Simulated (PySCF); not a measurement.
# H10Si4: the cost of one run

Computed with PySCF 2.14.0, with density-fitted response routines of our own, on a single molecule in the gas phase. Atoms count from 0, in the outputs and in this text.

## 1. Starting geometry

14 atoms, charge 0, multiplicity 1; geometry from: GFN2-xTB.

Bonds of the start (Å): Si0–Si1 2.31, Si1–Si2 2.32, Si2–Si3 2.31, Si0–H4 1.47, Si0–H5 1.47, Si0–H6 1.47, Si1–H7 1.47, Si1–H8 1.48, Si2–H9 1.47, Si2–H10 1.47, Si3–H11 1.47, Si3–H12 1.47, Si3–H13 1.47.

## 2. Geometry optimisation at PBE0-D3(BJ)/def2-SVP

Job settings and geometry (Å):

```
{"job": {"xc": "PBE0", "basis": "def2-SVP", "d3": "d3bj", "grid": 1, "kind": "geom"}, "charge": 0, "multiplicity": 1}
Si     3.034610    -0.249960     0.147730
Si     0.782210    -0.778460     0.141970
Si    -0.801070     0.862380    -0.304240
Si    -3.011130     0.215940    -0.067480
H      3.416200     0.459250     1.371950
H      3.394640     0.620320    -0.975620
H      3.917220    -1.417160     0.064280
H      0.550130    -1.896610    -0.790530
H      0.435560    -1.375220     1.445680
H     -0.570110     1.412740    -1.651670
H     -0.540440     2.024080     0.564840
H     -3.279260    -1.035990    -0.781790
H     -3.999880     1.183110    -0.552400
H     -3.330020    -0.025380     1.342940
```

The run is started by

```bash
$ OMP_NUM_THREADS=1 python probes_run.py task.json out
```

One launch serves the whole session: the jobs run in the order shown.

Q: Estimate the wall time and peak memory of this first job on 1 thread of Arm Neoverse V1, shared host.

About 66 s, with a peak of 0.49 GiB.
